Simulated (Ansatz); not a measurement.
# CH10BClSi3: the cost of one run

Program: Ansatz 0.2.0. Level of theory: RKS PBE-D4/STO-3G. These are calculated values, not measurements.

## (1) The starting structure

Bond lengths (14 of 15 bonds, heavy atoms first): B1–Si2 1.955 Å, Si2–Si3 2.256 Å, Si3–C4 1.862 Å, Si3–Si5 2.201 Å, Si3–Cl6 2.119 Å, B1–H7 1.186 Å, B1–H8 1.153 Å, Si2–H9 1.509 Å, Si2–H10 1.470 Å, C4–H11 1.130 Å, C4–H12 1.053 Å, C4–H13 1.208 Å, Si5–H14 1.444 Å, Si5–H15 1.462 Å. Angles (14 of 27 angles, heavy atoms first): B1–Si2–Si3 110.3°, Si2–Si3–C4 107.4°, Si2–Si3–Si5 109.0°, Si2–Si3–Cl6 108.4°, C4–Si3–Si5 112.9°, C4–Si3–Cl6 108.5°, Si5–Si3–Cl6 110.5°, B1–Si2–H9 109.9°, B1–Si2–H10 109.2°, Si3–Si2–H9 109.0°, Si3–Si2–H10 110.1°, Si2–B1–H7 115.2°, Si2–B1–H8 114.9°, Si3–C4–H11 106.2°.

As a file:

```xyz
16

B     1.0934   -2.3394   -0.1907
Si    1.5227   -0.6804    0.7512
Si    0.0151    0.9198    0.2461
C     0.1415    1.2462   -1.5823
Si   -1.9857    0.2363    0.8586
Cl    0.5451    2.6906    1.2821
H     1.2639   -2.3118   -1.3636
H     0.1350   -2.8692    0.1714
H     1.5077   -0.9170    2.2416
H     2.8719   -0.2418    0.3656
H    -0.2093    0.3032   -2.0958
H     1.1009    1.5710   -1.8692
H    -0.7175    2.0548   -1.8404
H    -2.3475   -0.9839    0.1763
H    -2.9694    1.2728    0.5500
H    -1.9907    0.0263    2.3431
```

## (2) Relaxing end A

File input.yaml:

```yaml
crystal:
  periodic: [false, false, false]
  atoms:
    - { symbol: B, position_ang: [1.0934, -2.3394, -0.1907] }
    - { symbol: Si, position_ang: [1.5227, -0.6804, 0.7512] }
    - { symbol: Si, position_ang: [0.0151, 0.9198, 0.2461] }
    - { symbol: C, position_ang: [0.1415, 1.2462, -1.5823] }
    - { symbol: Si, position_ang: [-1.9857, 0.2363, 0.8586] }
    - { symbol: Cl, position_ang: [0.5451, 2.6906, 1.2821] }
    - { symbol: H, position_ang: [1.2639, -2.3118, -1.3636] }
    - { symbol: H, position_ang: [0.135, -2.8692, 0.1714] }
    - { symbol: H, position_ang: [1.5077, -0.917, 2.2416] }
    - { symbol: H, position_ang: [2.8719, -0.2418, 0.3656] }
    - { symbol: H, position_ang: [-0.2093, 0.3032, -2.0958] }
    - { symbol: H, position_ang: [1.1009, 1.571, -1.8692] }
    - { symbol: H, position_ang: [-0.7175, 2.0548, -1.8404] }
    - { symbol: H, position_ang: [-2.3475, -0.9839, 0.1763] }
    - { symbol: H, position_ang: [-2.9694, 1.2728, 0.55] }
    - { symbol: H, position_ang: [-1.9907, 0.0263, 2.3431] }
basis:
  gaussian: { orbitals: STO-3G }
hamiltonian:
  xc: pbe
  dispersion: d4
relax:
  f_tol: 0.02
  max_steps: 50
output:
  orbitals: {}
```

Started as:

```console
ansatz run input.yaml --threads 1 --pin off --max-ram 2048MiB --backend cpu --events-out ev --progress --plain --runs-dir out
```

What time and memory should one allow on 1 thread of AMD EPYC 7R43 (Zen 3), shared host?

About 57 s, with a peak of 0.18 GiB.
